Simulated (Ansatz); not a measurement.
## ZnIr, space group P-6m2: a comparison of functionals at one structure, step by step

Program: the Ansatz DFT code, driven from Python.

At the Python prompt:
```pycon
>>> import csv
>>> import ansatz as az
>>> structure = (
...     az.Lattice.from_parameters(2.777179, 2.777179, 4.163862, alpha=90.0, beta=90.0, gamma=120.0)
...     .atom("Zn", (2 / 3, 1 / 3, 0.5))
...     .atom("Ir", (0.0, 0.0, 0.0))
... )
>>> calculation = (
...     structure.calculation()
...     .kpoints(12, 12, 7, center="gamma")
...     .occupations("Marzari-Vanderbilt", width=0.1)
... )
>>> rows = []
>>> for value in ["blyp", "pbesol", "lda"]:
...     rep = calculation.functional(value).run(threads=1).report
...     rows.append((value, rep["free_energy_ev"] / len(rep["lattice"]["sites"]), rep["n_iterations"], rep["n_kpoints"]))
...
DeckWarning: basis.ecutwfc = 420 eV, auto-derived from the records' recommended cutoffs: set by Zn (normal level)
>>> with open("xc.csv", "w", newline="") as handle:
...     writer = csv.writer(handle)
...     writer.writerow(["functional", "F/atom (eV)", "iterations", "k-points"])
...     writer.writerows([round(v, 5) if isinstance(v, float) else v for v in row] for row in rows)
...
44
>>> print(open("xc.csv").read())
functional,F/atom (eV),iterations,k-points
blyp,-7644.70215,7,76
pbesol,-7540.12511,6,76
lda,-7454.97687,6,76
```

Notes:
- The run is spin-unpolarised.
- BLYP can be off by several per cent in the lattices of metals, and by several GPa in the pressure at a fixed cell.
- The mesh is modest for a metal, so energies can be off by several to tens of meV an atom and pressures by half a GPa or more; differences at equal mesh fare better.
- Spin-orbit coupling, which matters for elements this heavy, is left out.
- The structure comes from a database of computed cells and needn't be a stable or known phase.
- Warnings are shown shortened and without file and line.
- Total energies of different functionals can't be compared; pressures, moments and gaps at this one structure can.
- Run time: 3.2 s on 1 thread of AMD EPYC 9B45 (Zen 5), on a shared host, peak memory 0.42 GiB.
